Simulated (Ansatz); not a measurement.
**FGaH₂SSe: basis-set convergence**

Aim: see how fast density functionals converge with the basis set for FGaH₂SSe.

Method: one geometry, several basis sets; program: Ansatz 0.2.0, Gaussian basis.

Plan: PBE0-D4/def2-SVP; ωB97M-V/def2-SVP; PBE0-D4/def2-QZVPP; ωB97M-V/def2-QZVPP; the functionals' def2-TZVPP values are taken from earlier runs.

### 1 Structure used throughout

All runs share one geometry, relaxed beforehand with PBE0-D4 in a triple-zeta def2 set.

SMILES `[F][Ga]([SH])[SeH]`, 6 atoms, charge 0, spin multiplicity 1.

Atoms are counted from 1 here; the program's logs count them from 0.

Bond lengths: F1–Ga2 1.752 Å, Ga2–S3 2.184 Å, Ga2–Se4 2.303 Å, S3–H5 1.345 Å, Se4–H6 1.470 Å. Angles: F1–Ga2–S3 116.2°, F1–Ga2–Se4 116.0°, S3–Ga2–Se4 127.9°, Ga2–S3–H5 91.7°, Ga2–Se4–H6 91.0°.

### 2 PBE0-D4 in def2-SVP

The input, in.yaml:

```yaml
crystal:
  periodic: [false, false, false]
  atoms:
    - {symbol: F, position_ang: [-0.000578, -1.900999, 1.000134]}
    - {symbol: Ga, position_ang: [-0.133940, -0.336852, 0.221739]}
    - {symbol: S, position_ang: [1.666913, 0.403666, -0.767770]}
    - {symbol: Se, position_ang: [-2.190510, 0.689300, 0.367361]}
    - {symbol: H, position_ang: [2.358196, -0.696405, -0.418922]}
    - {symbol: H, position_ang: [-1.700070, 1.841292, -0.402531]}
basis:
  gaussian: {orbitals: def2-SVP}
hamiltonian: {xc: pbe0, dispersion: d4}
output: {orbitals: {seedname: orbitals}}
```

Run with:

```sh
$ ansatz run in.yaml --threads 2 --pin off --events-out ev --progress --plain --max-ram 32768MiB --backend cpu
```

Further steps of the session: ωB97M-V in def2-SVP; PBE0-D4 in def2-QZVPP; ωB97M-V in def2-QZVPP.

Before running them: what should the planned runs give, taken together? Wanted: PBE0-D4: double and triple zeta above quadruple; ωB97M-V: double and triple zeta above quadruple.

As calculated:

| quantity | value |
| --- | --- |
| PBE0-D4: double and triple zeta above quadruple | 24.98, 3.04 eV |
| ωB97M-V: double and triple zeta above quadruple | 24.84, 2.94 eV |

What this shows: For PBE0-D4 the step from double to triple zeta gains 21.94 eV and the next only 3.04 eV. These are total energies; as a rule much of such shifts cancels in differences, which this series doesn't test. The LUMO of ωB97M-V is positive and keeps falling with the basis (0.81 to 0.27 eV): an unbound level that the basis holds in place.
